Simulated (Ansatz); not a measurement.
# Ge2Sb2Te5: the cost of one run

Program: Ansatz 0.2.0. Level of theory: DFT r2SCAN+D3(BJ), scalar-relativistic, plane waves, PAW. These are calculated values, not measurements.

### Step 1. Starting point

The structure is trigonal, space group P-3m1 (No. 164). The conventional cell has a = 4.294 Å, b = 4.294 Å, c = 17.101 Å, α = 90.00°, β = 90.00°, γ = 120.00°. Ge (site symmetry 3m) has 6 Te at 3.00 to 3.04 Å in its first shell of neighbours. Sb (site symmetry 3m) is surrounded by 6 Te at 3.01 to 3.20 Å. Te (site symmetry -3m) has 6 Ge at 3.04 Å in its first shell of neighbours. Te (site symmetry 3m) is surrounded by 3 Ge at 3.00 Å and 3 Sb at 3.20 Å. Around Te (site symmetry 3m) lie 3 Sb at 3.01 Å.

Coordinates:

```
CELL_PARAMETERS angstrom
4.29406 0.00000 0.00000
-2.14703 3.71877 0.00000
0.00000 0.00000 17.10135
ATOMIC_POSITIONS crystal
Ge 0.33333 0.66667 0.89711
Ge 0.66667 0.33333 0.10290
Sb 0.00000 0.00000 0.67993
Sb 0.00000 0.00000 0.32007
Te 0.00000 0.00000 0.00000
Te 0.66667 0.33333 0.79846
Te 0.33333 0.66667 0.20154
Te 0.33333 0.66667 0.58011
Te 0.66667 0.33333 0.41989
```

The structure rests on an entry of the Materials Project (structure only); cell or positions may have been set otherwise for this series.

### Step 2. Relaxing cell and atoms: Ge2Sb2Te5, no spin

File input.yaml:

```yaml
crystal:
  lattice:
    - [4.2940644248, 0.0, 0.0]
    - [-2.1470322124, 3.7187688774, 0.0]
    - [0.0, 0.0, 17.101346]
  atoms:
    - { symbol: Ge, position: [0.33333333, 0.66666667, 0.897105] }
    - { symbol: Ge, position: [0.66666667, 0.33333333, 0.102895] }
    - { symbol: Sb, position: [0.0, 0.0, 0.679932] }
    - { symbol: Sb, position: [0.0, 0.0, 0.320068] }
    - { symbol: Te, position: [0.0, 0.0, 0.0] }
    - { symbol: Te, position: [0.66666667, 0.33333333, 0.798458] }
    - { symbol: Te, position: [0.33333333, 0.66666667, 0.201542] }
    - { symbol: Te, position: [0.33333333, 0.66666667, 0.580108] }
    - { symbol: Te, position: [0.66666667, 0.33333333, 0.419892] }
scf:
  occupations: { method: gaussian, width: 0.05 }
output:
  forces: true
  stress: true
hamiltonian:
  xc: r2scan
  dispersion: d3bj
kpoints:
  mp_grid: { grid: [10, 10, 2] }
relax:
  f_tol: 0.002
  cell: { stress_tol: 0.02 }
```

Command:

```bash
ansatz run input.yaml --threads 3 --pin off --max-ram 8192MiB --backend cpu --events-out ev --progress --plain --runs-dir out
```

What time and memory should one allow on 3 threads of Intel Xeon at 2.30GHz, shared host?

About 2.1 min, with a peak of 1.7 GiB.
